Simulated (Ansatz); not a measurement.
MgC2:

```xyz
6
Lattice="3.9508 0.0000 0.0000 0.0000 3.9508 0.0000 0.0000 0.0000 4.9871" Properties=species:S:1:pos:R:3 pbc="T T T"
Mg    0.0000    0.0000    2.4935
Mg    1.9754    1.9754    0.0000
C     1.5315    2.4192    2.4935
C     0.4439    0.4439    0.0000
C     2.4192    1.5315    2.4935
C     3.5069    3.5069    0.0000
```

The cell comes from a database or a generator and needn't be the stable form of this composition.

* Program: Ansatz 0.2.0
* Task: relaxation of cell and atoms
* Functional: PBEsol
* Potentials or basis: Ansatz PAW
* Cutoff: 420 eV (not typed: the program's choice for these potentials)
* k mesh: 7 × 7 × 6
* Occupations: fermi-dirac, width 0.05 eV
* Spin: no spin polarisation

At the start: volume 12.97 Å³/atom.

Problem. Where does the relaxation end?

Solution. It ends after 7 steps and the volume is 12.60 Å³/atom (-2.9 %); space group P4_2/mnm (No. 136, to 0.05 Å).

The path:
```
step  energy change (eV)  largest force (eV/Å)  volume (Å³)
   1              0.0000                0.0483        77.84
   2             -0.0179                0.0194        76.01
   3             -0.0190                0.0029        75.61
   4             -0.0190                0.0009        75.63
   5             -0.0159                0.0008        75.63
   6             -0.0160                0.0000        75.59
   7             -0.0159                0.0000        75.59
```

Final structure:
```cif
data_structure
_symmetry_space_group_name_H-M 'P 1'
_symmetry_Int_Tables_number 1
_cell_length_a 3.9234
_cell_length_b 3.9234
_cell_length_c 4.9105
_cell_angle_alpha 90.000
_cell_angle_beta 90.000
_cell_angle_gamma 90.000
_cell_volume 75.59
loop_
_atom_site_label
_atom_site_type_symbol
_atom_site_fract_x
_atom_site_fract_y
_atom_site_fract_z
_atom_site_occupancy
Mg1 Mg 0.00000 0.00000 0.50000 1
Mg2 Mg 0.50000 0.50000 0.00000 1
C1 C 0.38711 0.61289 0.50000 1
C2 C 0.11289 0.11289 0.00000 1
C3 C 0.61289 0.38711 0.50000 1
C4 C 0.88711 0.88711 0.00000 1
```

Caveat: the plane-wave basis is chosen anew once the cell has moved, so the energies of steps on either side of that aren't comparable; the PAW data sets come from PBE, with cores solved anew for the run's functional, which leaves a small shift of forces and pressure.
